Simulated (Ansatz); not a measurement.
**C2H5AlFN: up Jacob's ladder to CCSD(T)**

One table from this session's results is given with a row withheld; the runs are named, their logs left out.

The runs use Ansatz 0.2.0, Gaussian basis; functionals in def2-TZVPP, the program's frozen cores in correlated methods.

The runs, in order: LDA (SPW92), PBE-D4, revPBE-D4, BLYP-D4, r2SCAN-D4, B97M-V, PBE0-D4, B3LYP-D4, r2SCANh-D4, r2SCAN0-D4, HSE06-D4, BHLYP-D4, CAM-B3LYP-D4, LC-ωPBE, ωB97X-V, ωB97M-V, B2PLYP, PBE-QIDH; CCSD(T)/def2-SVP; CCSD(T)/def2-TZVPP; MP2/def2-QZVPP; extrapolation to the limit; RPA on PBE.

### The relaxed structure

An earlier PBE0-D4 in a triple-zeta def2 set relaxation fixed the geometry.

SMILES `N/C=[CH]/[AlH][F]`, 10 atoms, charge 0, spin multiplicity 1.

Atoms are counted from 1 here; the program's logs count them from 0.

Bond lengths: N1–C2 1.357 Å, N1–H6 1.005 Å, N1–H7 1.003 Å, C2–C3 1.353 Å, C2–H8 1.089 Å, C3–Al4 1.893 Å, C3–H9 1.091 Å, Al4–F5 1.661 Å, Al4–H10 1.580 Å. Angles: C2–N1–H6 119.6°, C2–N1–H7 120.2°, H6–N1–H7 117.0°, N1–C2–C3 127.1°, N1–C2–H8 112.8°, C3–C2–H8 120.1°, C2–C3–Al4 120.2°, C2–C3–H9 116.9°, Al4–C3–H9 122.9°, C3–Al4–F5 116.5°, C3–Al4–H10 127.3°, F5–Al4–H10 116.2°.

The first run:

Input file in.yaml:

```yaml
crystal:
  periodic: [false, false, false]
  atoms:
    - {symbol: N, position_ang: [-0.400741, 1.059932, 1.675450]}
    - {symbol: C, position_ang: [-0.409210, 0.287801, 0.560141]}
    - {symbol: C, position_ang: [0.652069, -0.041856, -0.211099]}
    - {symbol: Al, position_ang: [0.427141, -1.181604, -1.706101]}
    - {symbol: F, position_ang: [-1.116036, -1.722838, -1.998587]}
    - {symbol: H, position_ang: [0.431363, 1.565522, 1.923385]}
    - {symbol: H, position_ang: [-1.263002, 1.378693, 2.075343]}
    - {symbol: H, position_ang: [-1.398136, -0.101308, 0.322889]}
    - {symbol: H, position_ang: [1.618475, 0.376333, 0.074712]}
    - {symbol: H, position_ang: [1.541276, -1.671773, -2.713032]}
basis:
  gaussian: {orbitals: def2-TZVPP}
hamiltonian: {xc: lda}
output: {orbitals: {seedname: orbitals}}
```

The run is started by

```console
$ ansatz run in.yaml --threads 4 --pin off --events-out ev --progress --plain --max-ram 10444MiB
```

Among the steps run: LDA; PBE-D4 (GGA); revPBE-D4 (GGA); BLYP-D4 (GGA); r2SCAN-D4 (meta-GGA); B97M-V (meta-GGA); PBE0-D4 (hybrid); B3LYP-D4 (hybrid); r2SCANh-D4 (hybrid); r2SCAN0-D4 (hybrid); HSE06-D4 (hybrid); BHLYP-D4 (hybrid); CAM-B3LYP-D4 (range-separated); LC-ωPBE (range-separated); ωB97X-V (range-separated); ωB97M-V (range-separated); B2PLYP (double hybrid); PBE-QIDH (double hybrid).

One table of the session follows, with a row left open; its other results are not shown here.

| functional | HOMO (eV) | gap (eV) |
| --- | --- | --- |
| LDA (SPW92) | -5.51 | 3.82 |
| PBE-D4 | -5.32 | 3.86 |
| revPBE-D4 | -5.25 | 3.89 |
| BLYP-D4 | -5.16 | 3.81 |
| r2SCAN-D4 | -5.51 | 4.31 |
| B97M-V | -5.54 | 4.25 |
| PBE0-D4 | -6.38 | 5.71 |
| B3LYP-D4 | -6.17 | 5.28 |
| r2SCANh-D4 | ? | ? |
| r2SCAN0-D4 | -6.52 | 6.01 |
| HSE06-D4 | -5.99 | 4.94 |
| BHLYP-D4 | -7.31 | 7.44 |
| CAM-B3LYP-D4 | -7.63 | 7.89 |
| LC-ωPBE | -8.94 | 10.27 |
| ωB97X-V | -8.59 | 9.83 |
| ωB97M-V | -8.51 | 9.52 |

Q: Estimate the row for r2SCANh-D4 from the others.

Worked estimate for «HOMO (eV)». Against the share of exact exchange, r2SCAN-D4 (0, -5.51), r2SCAN0-D4 (0.25, -6.52) give a slope of -4.04 per unit share; at 0.1 the line stands at -5.91.

**Answer.** HOMO (eV): -5.91; gap (eV): 4.99. In «HOMO (eV)» the line misses by 0.00.
